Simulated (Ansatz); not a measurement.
**FH3OSi2: a relaxation**

Aim: a sound relaxation of FH3OSi2. The structure is shown as the input types it.

Program: Ansatz 0.2.0. Level of theory: RKS BHLYP-D4/def2-SVP. These are calculated values, not measurements.

**1. The system as given**

Bond lengths: O1–Si2 1.508 Å, Si2–Si3 2.293 Å, Si3–F4 1.619 Å, Si2–H5 1.468 Å, Si3–H6 1.461 Å, Si3–H7 1.461 Å. Angles: O1–Si2–Si3 121.1°, O1–Si2–H5 122.4°, Si3–Si2–H5 116.5°, Si2–Si3–F4 107.6°, Si2–Si3–H6 115.5°, Si2–Si3–H7 115.5°, F4–Si3–H6 102.6°, F4–Si3–H7 102.7°, H6–Si3–H7 111.2°.

Coordinates:

```xyz
7

O    -1.5839    1.2916   -1.4931
Si   -0.4455    1.1754   -0.5110
Si    0.2237   -0.8670    0.2883
F     1.4643   -0.6150    1.2975
H     0.2887    2.3458   -0.0147
H     0.7974   -1.7731   -0.7039
H    -0.7447   -1.5577    1.1369
```

**2. Running it**

Contents of input.yaml:

```yaml
crystal:
  periodic: [false, false, false]
  atoms:
    - { symbol: O, position_ang: [-1.58392, 1.29157, -1.49306] }
    - { symbol: Si, position_ang: [-0.44553, 1.17537, -0.511] }
    - { symbol: Si, position_ang: [0.22367, -0.86696, 0.28827] }
    - { symbol: F, position_ang: [1.4643, -0.61501, 1.29752] }
    - { symbol: H, position_ang: [0.28871, 2.34583, -0.01475] }
    - { symbol: H, position_ang: [0.79745, -1.7731, -0.7039] }
    - { symbol: H, position_ang: [-0.74468, -1.5577, 1.13692] }
basis:
  gaussian: { orbitals: def2-SVP }
hamiltonian:
  xc: bhlyp
  dispersion: d4
relax:
  f_tol: 0.015
  max_steps: 40
```

Launch:

```
ansatz run input.yaml --threads 1 --pin off --max-ram 2048MiB --backend cpu --events-out ev --progress --plain --runs-dir out
```

What happens when this is run?

Nothing was computed: the input was turned down at the start. It says: «line 14 column 7: hamiltonian.xc: unknown variant `bhlyp`, expected one of `lda`, `lda-pw`, `pw92`, `pbe`, `pbesol`, `rpbe`, `revpbe`, `blyp`, ...»

No functional of that name is defined in this program.

Fix: name a functional from the program's list.
